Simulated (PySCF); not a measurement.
# C4H5BN2: the cost of one run

Programs: PySCF 2.14.0, with density-fitted response routines of our own. Each step states its level of theory. These are calculated values for one molecule in the gas phase, unless marked as measured. Atoms are numbered from 0 throughout.

## 1. The starting structure

12 atoms, charge 0, multiplicity 1; geometry from: GFN2-xTB. The atoms were then displaced at random by about 0.01 Å, so the start is not that level's minimum.

Bonds of the start (Å): C0–C1 1.23, C1–B2 1.53, B2–N3 1.46, N3–C4 1.30, C4–C5 1.50, C5–N6 1.46, N6–B2 1.38, C0–H7 1.04, C4–H8 1.08, C5–H9 1.11, C5–H10 1.09, N6–H11 1.00.

## 2. Relaxing the molecule at PBE0-D3(BJ)/def2-SVP

Job settings and geometry (Å):

```
{"job": {"xc": "PBE0", "basis": "def2-SVP", "d3": "d3bj", "grid": 1, "shake": 0.01, "kind": "geom"}, "charge": 0, "multiplicity": 1}
C      3.303690    -0.083200     0.549880
C      2.090520     0.035330     0.375600
B      0.585700     0.164650     0.157540
N     -0.087320     1.388580    -0.277420
C     -1.344560     1.072630    -0.336720
C     -1.670790    -0.340850     0.048710
N     -0.337130    -0.842650     0.349060
H      4.336910    -0.134160     0.686850
H     -2.115040     1.783720    -0.601430
H     -2.341160    -0.391460     0.926740
H     -2.149080    -0.885230    -0.770850
H     -0.232040    -1.795640     0.647720
```

On the command line:

```sh
$ OMP_NUM_THREADS=1 python probes_run.py task.json out
```

One launch serves the whole session: the jobs run in the order shown.

Q: Estimate the wall time and peak memory of this first job on 1 thread of Arm Neoverse V2, shared host.

About 34 s, with a peak of 0.51 GiB.
